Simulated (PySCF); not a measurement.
# C₅H₁₀O₃: excited states, first hyperpolarisability

Aim: compute the excited states, first hyperpolarisability of C₅H₁₀O₃ (`CCOC(=O)COC`).

Programs: PySCF 2.14.0, with routines of our own; each step states its level. All values are computed. Atoms count from 0.

## (1) The system as given

18 atoms, charge 0, multiplicity 1; geometry from: GFN2-xTB.

## (2) Relaxing the molecule at PBE0-D3(BJ)/def2-SVP

The job: settings as JSON, then the geometry in Å.

```
{"job": {"xc": "PBE0", "basis": "def2-SVP", "d3": "d3bj", "grid": 2, "kind": "geom"}, "charge": 0, "multiplicity": 1}
C      3.276709    -0.026414     0.127928
C      1.950825    -0.690856    -0.188708
O      0.906611     0.066189     0.435324
C     -0.342107    -0.350051     0.212982
O     -0.623669    -1.295085    -0.472096
C     -1.324403     0.557592     0.948411
O     -2.662521     0.167815     0.854898
C     -3.233034     0.340745    -0.424939
H      4.085271    -0.595383    -0.321553
H      3.291732     0.986425    -0.265406
H      3.425327     0.015483     1.203485
H      1.764665    -0.723162    -1.268048
H      1.915361    -1.716688     0.194110
H     -1.174208     1.583738     0.574509
H     -1.069598     0.538184     2.011784
H     -3.182848     1.392383    -0.735842
H     -4.273670     0.038356    -0.330202
H     -2.739202    -0.282954    -1.173572
```

On the command line:

```bash
$ OMP_NUM_THREADS=1 python excited_run.py task.json out
```

One launch serves the whole session: the jobs run in the order shown.

Log:

```text
step   0  E = -421.44019574  max force = 0.016093
step   1  E = -421.44122290  max force = 0.004446
step   2  E = -421.44145668  max force = 0.002125
step   3  E = -421.44141966  max force = 0.004082
step   4  E = -421.44152561  max force = 0.000511
step   5  E = -421.44154106  max force = 0.000310
step   6  E = -421.44156512  max force = 0.000403
step   7  E = -421.44157920  max force = 0.000385
optimisation converged
```

Wall time 95 s (1 thread of Intel Xeon Platinum 8488C, shared host); peak memory 0.76 GiB.

Step by step: (the energy doesn't fall at every step)

```csv
step,energy from step 0 (eV),largest force component (eV/Å)
0,0.0000,0.8275
1,-0.0280,0.2286
2,-0.0343,0.1093
3,-0.0333,0.2099
4,-0.0362,0.0263
5,-0.0366,0.0159
6,-0.0373,0.0207
7,-0.0376,0.0198
```

Close pairs (by a distance rule), those that changed most:

```csv
bond,before (Å),after (Å),change (Å)
C5–O6,1.397,1.380,-0.017
C0–H8,1.086,1.100,+0.014
C0–H9,1.087,1.100,+0.013
C0–H10,1.087,1.100,+0.013
C7–H16,1.088,1.099,+0.011
O6–C7,1.412,1.401,-0.011
C7–H15,1.098,1.108,+0.011
C0–C1,1.516,1.506,-0.010
```

The end geometry stands in the next job.

```csv
at the end point,value
point group (found at 0.08 Å tolerance),C1
"rotational constants (GHz, main isotopes)","6.273, 0.917, 0.854"
dipole moment (D),2.47
```

## (3) Excited states: TDA CAM-B3LYP/def2-TZVP

The job: settings as JSON, then the geometry in Å.

```
{"job": {"kind": "states", "xc": "CAM-B3LYP", "basis": "def2-TZVP", "tda": true, "soc": true, "nstates": 6, "ntriplets": 5, "nquad": 4}, "charge": 0, "multiplicity": 1}
C      3.251988    -0.021299     0.640069
C      1.997150    -0.682378     0.133318
O      0.881611     0.103579     0.552101
C     -0.327559    -0.345618     0.202463
O     -0.518216    -1.346814    -0.432793
C     -1.402615     0.589361     0.728193
O     -2.689520     0.191095     0.430105
C     -3.054219     0.352086    -0.913199
H      4.134292    -0.601969     0.333509
H      3.350689     0.997092     0.236058
H      3.245856     0.044248     1.738060
H      1.985566    -0.760318    -0.966063
H      1.881006    -1.705954     0.524623
H     -1.169450     1.611117     0.360334
H     -1.297378     0.622863     1.824808
H     -2.954848     1.408397    -1.234061
H     -4.109957     0.061162    -1.001488
H     -2.454439    -0.284596    -1.584537
```

Method: TDA CAM-B3LYP/def2-TZVP excited states, vertical, gas phase, spin-orbit mean-field couplings.

Log:

```text
coarse grid: 14888 points
cycle   1  E = -421.9880273788  dE =  1.314e+00  |g| = 1.106e+00  |ddm| = 3.049e+00
cycle   2  E = -421.7354605460  dE =  2.526e-01  |g| = 1.675e+00  |ddm| = 1.713e+00
cycle   3  E = -422.2024319016  dE = -4.670e-01  |g| = 1.917e-01  |ddm| = 1.122e+00
cycle   4  E = -422.2072613665  dE = -4.829e-03  |g| = 1.008e-01  |ddm| = 1.520e-01
cycle   5  E = -422.2088902018  dE = -1.629e-03  |g| = 1.340e-02  |ddm| = 6.132e-02
cycle   6  E = -422.2089264523  dE = -3.625e-05  |g| = 4.452e-03  |ddm| = 1.180e-02
cycle   7  E = -422.2089311337  dE = -4.681e-06  |g| = 9.411e-04  |ddm| = 4.497e-03
final grid: 143384 points
cycle   8  E = -422.2054447624  dE = -6.133e-05  |g| = 4.998e-03  |ddm| = 4.556e-02
cycle   9  E = -422.2054450338  dE = -2.714e-07  |g| = 5.049e-03  |ddm| = 6.281e-03
cycle  10  E = -422.2054497814  dE = -4.748e-06  |g| = 7.493e-04  |ddm| = 2.518e-03
cycle  11  E = -422.2054498570  dE = -7.561e-08  |g| = 3.050e-04  |ddm| = 5.790e-04
cycle  12  E = -422.2054498726  dE = -1.563e-08  |g| = 1.058e-04  |ddm| = 2.783e-04
cycle  13  E = -422.2054498745  dE = -1.892e-09  |g| = 2.775e-05  |ddm| = 7.941e-05
cycle  14  E = -422.2054498746  dE = -1.427e-10  |g| = 5.903e-06  |ddm| = 2.848e-05
converged SCF energy = -422.2054498746

Singlet excitations
state   eV       nm        f     d(h-e)  d(exc)  Lambda  PR(NTO)  |dmu|/D   mu/D   main configurations
  1   5.9084   209.8   0.00253   0.559   2.131   0.450   1.006    1.221    1.718   H->L 0.62, H-1->L 0.30
  2   7.4055   167.4   0.01139   1.641   2.824   0.452   1.029    6.260    5.212   H-1->L 0.57, H->L 0.35
  3   7.6392   162.3   0.03242   0.796   3.129   0.306   1.071    2.241    1.064   H->L+1 0.58, H->L+2 0.32
  4   8.3290   148.9   0.05082   0.225   2.812   0.468   2.154    0.562    2.746   H-2->L 0.53, H-1->L+1 0.10, H->L+6 0.09
  5   8.5362   145.2   0.12245   0.490   3.131   0.385   2.872                     H-1->L+1 0.30, H-2->L 0.23, H->L+2 0.09
  6   8.7709   141.4   0.04372   0.692   3.125   0.380   2.508                     H-3->L 0.30, H-2->L+1 0.29, H-1->L+1 0.15

Triplet excitations (Tamm-Dancoff)
state   eV     d(h-e)  d(exc)  Lambda  PR(NTO)   main configurations
  1   5.3573   0.550   2.093   0.450   1.007   H->L 0.60, H-1->L 0.31
  2   6.2587   0.486   2.029   0.516   1.009   H-2->L 0.57, H-1->L 0.10, H-5->L 0.10
  3   7.1550   1.411   2.727   0.460   1.067   H-1->L 0.44, H->L 0.33, H-2->L 0.11
  4   7.4039   0.635   2.919   0.323   1.111   H->L+1 0.47, H->L+2 0.33, H->L+6 0.08
  5   8.0456   0.358   2.535   0.458   1.047   H-3->L 0.46, H-2->L 0.14, H-5->L 0.11
S1 - T1 = 0.5511 eV

Spin-orbit couplings |<S|Hso|T>| (cm-1)
             T1       T2       T3       T4       T5
S0       58.252    4.545   24.093    4.519   10.519
S1        0.783   34.986   16.006    4.469   22.664
S2       14.472   18.416    4.562    3.339   22.294
S3        3.216    1.464    0.837    1.287    1.259
S4       20.264    4.411    5.753    3.607    4.905
S5       13.426    3.207    5.907    8.388    2.526
S6       10.458    3.369   26.537    8.158    8.997
T1 sublevels (cm-1): 0.000 0.005 0.230   radiative rates (1/s): 6.17 129 579
```

Run time: 86 s. Hardware: 1 thread of Intel Xeon Platinum 8488C, shared host; peak memory 1.3 GiB.

In short:

```csv
quantity,value
S1 less T1,0.55 eV
```

## (4) Excited states: TDDFT CAM-B3LYP/aug-cc-pVDZ

The job, as its differences from that of step 3:

```diff
@@ -1,2 +1,2 @@
-{"job": {"kind": "states", "xc": "CAM-B3LYP", "basis": "def2-TZVP", "tda": true, "soc": true, "nstates": 6, "ntriplets": 5, "nquad": 4}, "charge": 0, "multiplicity": 1}
+{"job": {"kind": "states", "xc": "CAM-B3LYP", "basis": "aug-cc-pVDZ", "tpa": true, "nstates": 8, "nquad": 6, "ntriplets": 0}, "charge": 0, "multiplicity": 1}
 C      3.251988    -0.021299     0.640069
```

Method: TDDFT CAM-B3LYP/aug-cc-pVDZ excited states, vertical, gas phase, two-photon moments by quadratic response.

Log:

```text
coarse grid: 14888 points
cycle   1  E = -421.8554026014  dE =  1.358e+00  |g| = 1.039e+00  |ddm| = 9.984e+00
cycle   2  E = -421.6221902233  dE =  2.332e-01  |g| = 1.574e+00  |ddm| = 3.422e+00
cycle   3  E = -422.0594318006  dE = -4.372e-01  |g| = 1.790e-01  |ddm| = 2.107e+00
cycle   4  E = -422.0640353625  dE = -4.604e-03  |g| = 8.942e-02  |ddm| = 3.133e-01
cycle   5  E = -422.0654366285  dE = -1.401e-03  |g| = 1.200e-02  |ddm| = 1.169e-01
cycle   6  E = -422.0654678406  dE = -3.121e-05  |g| = 3.999e-03  |ddm| = 3.469e-02
cycle   7  E = -422.0654719182  dE = -4.078e-06  |g| = 8.130e-04  |ddm| = 9.636e-03
final grid: 143384 points
cycle   8  E = -422.0829198463  dE = -2.488e-05  |g| = 3.638e-03  |ddm| = 1.076e-01
cycle   9  E = -422.0829206839  dE = -8.375e-07  |g| = 3.281e-03  |ddm| = 1.925e-02
cycle  10  E = -422.0829230978  dE = -2.414e-06  |g| = 4.192e-04  |ddm| = 6.932e-03
cycle  11  E = -422.0829231242  dE = -2.646e-08  |g| = 1.810e-04  |ddm| = 8.310e-04
cycle  12  E = -422.0829231305  dE = -6.311e-09  |g| = 3.909e-05  |ddm| = 3.979e-04
cycle  13  E = -422.0829231309  dE = -3.058e-10  |g| = 1.783e-05  |ddm| = 9.196e-05
converged SCF energy = -422.0829231309

Singlet excitations
state   eV       nm        f     d(h-e)  d(exc)  Lambda  PR(NTO)  |dmu|/D   mu/D   delta(TPA)   sigma/GM   main configurations
  1   5.8359   212.5   0.00172   0.563   2.192   0.281   1.011    1.273    1.721        0.56      0.007   H->L+7 0.23, H->L+5 0.21, H-1->L+7 0.11
  2   6.7147   184.6   0.02211   0.994   3.997   0.184   1.058    3.591    2.900       61.35      1.013   H->L 0.54, H->L+1 0.28
  3   7.2196   171.7   0.01196   1.160   3.464   0.233   1.371    4.157    3.153       18.37      0.351   H->L+2 0.19, H-1->L+5 0.16, H->L+5 0.12
  4   7.3781   168.0   0.00722   0.900   4.379   0.187   1.658    2.671    1.778       77.17      1.539   H->L+1 0.20, H-1->L 0.15, H->L 0.14
  5   7.4790   165.8   0.00061   0.776   4.210   0.214   1.296    3.037    3.795       47.87      0.981   H->L+2 0.37, H->L+7 0.13
  6   7.6173   162.8   0.01191   0.584   4.492   0.195   1.232    1.244    1.370       87.26      1.855   H->L+3 0.55, H->L+7 0.14
  7   7.8259   158.4   0.00619   0.952   4.379   0.194   1.393                                            H-2->L 0.33, H-1->L 0.31
  8   7.8907   157.1   0.00230   1.085   4.630   0.201   1.259                                            H->L+4 0.20, H->L+2 0.18, H->L+12 0.17
```

It took 86 s on 1 thread of Intel Xeon Platinum 8488C, shared host; peak memory 1.2 GiB.

## (5) First hyperpolarisability: quadratic response CAM-B3LYP/aug-cc-pVDZ

The job, as its differences from that of step 4:

```diff
@@ -1,2 +1,2 @@
-{"job": {"kind": "states", "xc": "CAM-B3LYP", "basis": "aug-cc-pVDZ", "tpa": true, "nstates": 8, "nquad": 6, "ntriplets": 0}, "charge": 0, "multiplicity": 1}
+{"job": {"kind": "beta", "xc": "CAM-B3LYP", "basis": "aug-cc-pVDZ"}, "charge": 0, "multiplicity": 1}
 C      3.251988    -0.021299     0.640069
```

With the program's defaults for keys left out, this is: quadratic response CAM-B3LYP/aug-cc-pVDZ first hyperpolarisability, Taylor convention, gas phase.

Log:

```text
coarse grid: 14888 points
cycle   1  E = -421.8554026014  dE =  1.358e+00  |g| = 1.039e+00  |ddm| = 9.984e+00
cycle   2  E = -421.6221902233  dE =  2.332e-01  |g| = 1.574e+00  |ddm| = 3.422e+00
cycle   3  E = -422.0594318006  dE = -4.372e-01  |g| = 1.790e-01  |ddm| = 2.107e+00
cycle   4  E = -422.0640353625  dE = -4.604e-03  |g| = 8.942e-02  |ddm| = 3.133e-01
cycle   5  E = -422.0654366285  dE = -1.401e-03  |g| = 1.200e-02  |ddm| = 1.169e-01
cycle   6  E = -422.0654678406  dE = -3.121e-05  |g| = 3.999e-03  |ddm| = 3.469e-02
cycle   7  E = -422.0654719182  dE = -4.078e-06  |g| = 8.130e-04  |ddm| = 9.636e-03
final grid: 143384 points
cycle   8  E = -422.0829198463  dE = -2.488e-05  |g| = 3.638e-03  |ddm| = 1.076e-01
cycle   9  E = -422.0829206839  dE = -8.375e-07  |g| = 3.281e-03  |ddm| = 1.925e-02
cycle  10  E = -422.0829230978  dE = -2.414e-06  |g| = 4.192e-04  |ddm| = 6.932e-03
cycle  11  E = -422.0829231242  dE = -2.646e-08  |g| = 1.810e-04  |ddm| = 8.310e-04
cycle  12  E = -422.0829231305  dE = -6.310e-09  |g| = 3.909e-05  |ddm| = 3.979e-04
cycle  13  E = -422.0829231309  dE = -3.064e-10  |g| = 1.783e-05  |ddm| = 9.196e-05
converged SCF energy = -422.0829231309

Lowest singlets (eV, f): 5.8359 0.0017  6.7147 0.0221  7.2196 0.0120

First hyperpolarisability (au)
process     nm      |vector|   parallel      HRS      DR
static         -      127.41     -66.81      53.04    4.91
shg       1907.0      131.50     -68.79      54.79   4.894
eope      1907.0      128.74     -67.46          -       -
shg       1064.0      141.50     -73.59      59.05   4.859
eope      1064.0      131.80     -68.94          -       -
```

Run time: 65 s. Hardware: 1 thread of Intel Xeon Platinum 8488C, shared host; peak memory 1.2 GiB.

## (6) Excited states: TDA CAM-B3LYP/def2-TZVP in toluene

The job, as its differences from that of step 5:

```diff
@@ -1,2 +1,2 @@
-{"job": {"kind": "beta", "xc": "CAM-B3LYP", "basis": "aug-cc-pVDZ"}, "charge": 0, "multiplicity": 1}
+{"job": {"kind": "states", "xc": "CAM-B3LYP", "basis": "def2-TZVP", "tda": true, "soc": true, "nstates": 6, "ntriplets": 5, "nquad": 4, "solvent": "toluene"}, "charge": 0, "multiplicity": 1}
 C      3.251988    -0.021299     0.640069
```

Level: TDA CAM-B3LYP/def2-TZVP excited states, vertical, IEF-PCM toluene (non-equilibrium response), spin-orbit mean-field couplings.

Log:

```text
coarse grid: 14888 points
cycle   1  E = -422.0001038288  dE =  1.302e+00  |g| = 1.094e+00  |ddm| = 3.048e+00
cycle   2  E = -421.7830598812  dE =  2.170e-01  |g| = 1.606e+00  |ddm| = 1.550e+00
cycle   3  E = -422.2093823470  dE = -4.263e-01  |g| = 1.623e-01  |ddm| = 9.840e-01
cycle   4  E = -422.2125708644  dE = -3.189e-03  |g| = 9.446e-02  |ddm| = 1.282e-01
cycle   5  E = -422.2139942667  dE = -1.423e-03  |g| = 1.249e-02  |ddm| = 5.550e-02
cycle   6  E = -422.2140252025  dE = -3.094e-05  |g| = 4.181e-03  |ddm| = 1.071e-02
cycle   7  E = -422.2140293099  dE = -4.107e-06  |g| = 8.808e-04  |ddm| = 3.930e-03
final grid: 143384 points
cycle   8  E = -422.2105269389  dE = -6.150e-05  |g| = 4.982e-03  |ddm| = 4.540e-02
cycle   9  E = -422.2105273190  dE = -3.801e-07  |g| = 4.980e-03  |ddm| = 6.175e-03
cycle  10  E = -422.2105319349  dE = -4.616e-06  |g| = 7.177e-04  |ddm| = 2.443e-03
cycle  11  E = -422.2105320047  dE = -6.979e-08  |g| = 2.774e-04  |ddm| = 5.389e-04
cycle  12  E = -422.2105320187  dE = -1.402e-08  |g| = 7.365e-05  |ddm| = 2.621e-04
cycle  13  E = -422.2105320196  dE = -9.051e-10  |g| = 2.801e-05  |ddm| = 6.332e-05
converged SCF energy = -422.2105320196

Singlet excitations
state   eV       nm        f     d(h-e)  d(exc)  Lambda  PR(NTO)  |dmu|/D   mu/D   main configurations
  1   5.9592   208.1   0.00326   0.551   2.143   0.451   1.006    1.420    1.894   H->L 0.62, H-1->L 0.29
  2   7.4226   167.0   0.01541   1.612   2.811   0.458   1.028    6.664    5.582   H-1->L 0.55, H->L 0.35
  3   7.7297   160.4   0.04054   0.689   3.073   0.317   1.069    2.145    1.311   H->L+1 0.62, H->L+2 0.28
  4   8.2740   149.8   0.13149   0.820   2.608   0.508   1.290    2.969    5.319   H-2->L 0.74, H-1->L 0.08
  5   8.6089   144.0   0.08969   0.871   3.191   0.365   2.334                     H-1->L+1 0.36, H->L+5 0.16, H->L+1 0.11
  6   8.7647   141.5   0.07494   0.875   2.828   0.417   1.314                     H-3->L 0.65

Triplet excitations (Tamm-Dancoff)
state   eV     d(h-e)  d(exc)  Lambda  PR(NTO)   main configurations
  1   5.4209   0.541   2.103   0.451   1.007   H->L 0.61, H-1->L 0.30
  2   6.3012   0.503   2.043   0.502   1.009   H-2->L 0.51, H-1->L 0.14, H-5->L 0.13
  3   7.1857   1.429   2.712   0.465   1.046   H-1->L 0.40, H->L 0.33, H-2->L 0.15
  4   7.4947   0.540   2.865   0.333   1.089   H->L+1 0.50, H->L+2 0.29, H->L+5 0.10
  5   7.9938   0.337   2.514   0.460   1.038   H-3->L 0.42, H-2->L 0.15, H-5->L 0.11
S1 - T1 = 0.5383 eV

Spin-orbit couplings |<S|Hso|T>| (cm-1)
             T1       T2       T3       T4       T5
S0       57.558    5.015   24.825    3.986    9.580
S1        0.954   33.700   16.258    3.636   23.559
S2       14.913   18.616    4.585    3.361   21.359
S3        3.373    1.537    0.852    1.062    1.702
S4       22.072    5.579    6.819    1.767    5.996
S5        6.815    2.073    7.156    8.903    2.062
S6       15.239    4.491   38.401    2.753   16.158
T1 sublevels (cm-1): 0.000 0.009 0.223   radiative rates (1/s): 15.4 157 666
```

It took 93 s on 1 thread of Intel Xeon Platinum 8488C, shared host; peak memory 1.4 GiB.

From this job:

```csv
quantity,value
S1 less T1,0.54 eV
```

## (7) Results

| quantity | value |
| --- | --- |
| point group | C1 |
| rotational constants (main isotopes) | 6.27, 0.92, 0.85 GHz |
| S1 less T1 (step 3, TDA CAM-B3LYP/def2-TZVP) | 0.55 eV |
| β vector (step 5, quadratic response CAM-B3LYP/aug-cc-pVDZ) | static 127, SHG 1907.0 nm 132, SHG 1064.0 nm 142 au |
| S1 less T1 (step 6, TDA CAM-B3LYP/def2-TZVP in toluene) | 0.54 eV |

Over 7 steps the energy fell by 0.038 eV; of the close pairs, C5–O6 changed most, 1.397 to 1.380 Å. No frequency check was run at this level, so the end point may be a saddle. In step 3, the number of triplets below S1 is 1, and the largest singlet-triplet spin-orbit coupling is S0–T1, 58.25 cm⁻¹. β grows from 127 au (static) to 142 au for doubling at 1064.0 nm: normal dispersion, which grows as twice the photon energy moves toward the bright states. In step 6, the number of triplets below S1 is 1, and the largest singlet-triplet spin-orbit coupling is S0–T1, 57.56 cm⁻¹.
